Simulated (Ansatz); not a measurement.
# CH₄Pt: energies up the ladder

An exercise on one series of results from a longer session: the logs are not shown, and one member is left open.

Program: Ansatz 0.2.0. Level of theory: the levels named in each step. These are calculated values, not measurements.

### The starting structure

Bond lengths: C1–Pt2 1.988 Å, C1–H3 1.093 Å, C1–H4 1.101 Å, C1–H5 1.092 Å, Pt2–H6 1.491 Å. Angles: C1–Pt2–H6 96.0°, Pt2–C1–H3 111.5°, Pt2–C1–H4 101.6°, Pt2–C1–H5 112.7°, H3–C1–H4 110.5°, H3–C1–H5 110.0°, H4–C1–H5 110.4°.

Structure file:

```xyz
6

C    -1.6043    0.8639    0.2708
Pt    0.1235   -0.0743   -0.0228
H    -1.7299    1.1525    1.3175
H    -2.3290    0.0820   -0.0032
H    -1.7254    1.7370   -0.3741
H     0.9897    1.1103    0.2395
```

Set-up of the first run:

Contents of input.yaml:

```yaml
crystal:
  periodic: [false, false, false]
  atoms:
    - { symbol: C, position_ang: [-1.60434, 0.86386, 0.27084] }
    - { symbol: Pt, position_ang: [0.12355, -0.07427, -0.02277] }
    - { symbol: H, position_ang: [-1.72994, 1.15248, 1.31751] }
    - { symbol: H, position_ang: [-2.32898, 0.08202, -0.00316] }
    - { symbol: H, position_ang: [-1.72539, 1.73701, -0.37408] }
    - { symbol: H, position_ang: [0.98966, 1.11035, 0.23954] }
basis:
  gaussian: { orbitals: def2-SVP }
hamiltonian:
  xc: pbe
  dispersion: d4
relax:
  f_tol: 0.03
  max_steps: 200
```

Started as:

```sh
ansatz run input.yaml --threads 4 --pin off --max-ram 10240MiB --backend cpu --events-out ev --progress --plain --runs-dir out
```

Steps of the session up to this table: A rough first relaxation, PBE-D4/def2-SVP; Relaxation, PBE0-D4/def2-TZVPP; Frequencies, PBE0-D4/def2-TZVPP; Single point, PBE-D4/def2-TZVPP; Single point, r2SCAN-D4/def2-TZVPP; Single point, B3LYP-D4/def2-TZVPP; Single point, wB97M-V/def2-TZVPP; Single point, B2PLYP/def2-TZVPP; Single point, LDA/def2-TZVPP; Single point, PBE0-D4/def2-SVP; Single point, PBE-D4/def2-SVP; The cation of multiplicity 2 at the same geometry, PBE0-D4/def2-TZVPP; The cation of multiplicity 2 at the same geometry, PBE-D4/def2-TZVPP; The cation of multiplicity 2 at the same geometry, r2SCAN-D4/def2-TZVPP; The cation of multiplicity 2 at the same geometry, B3LYP-D4/def2-TZVPP; The cation of multiplicity 2 at the same geometry, wB97M-V/def2-TZVPP; The cation of multiplicity 2 at the same geometry, B2PLYP/def2-TZVPP.

One table of the session follows, with a row left open; its other results are not shown here.

It belongs to the step «Vertical ionisation energy». 

```
               level  vertical ionisation energy (eV)
   PBE-D4/def2-TZVPP                            9.072
r2SCAN-D4/def2-TZVPP                            8.920
 B3LYP-D4/def2-TZVPP                            9.064
  wB97M-V/def2-TZVPP                            8.837
   B2PLYP/def2-TZVPP                                ?
```

Estimate the missing values for B2PLYP/def2-TZVPP.

As computed: vertical ionisation energy (eV): 8.996. In the column «vertical ionisation energy (eV)» it lies between r2SCAN-D4/def2-TZVPP (8.920) and B3LYP-D4/def2-TZVPP (9.064).
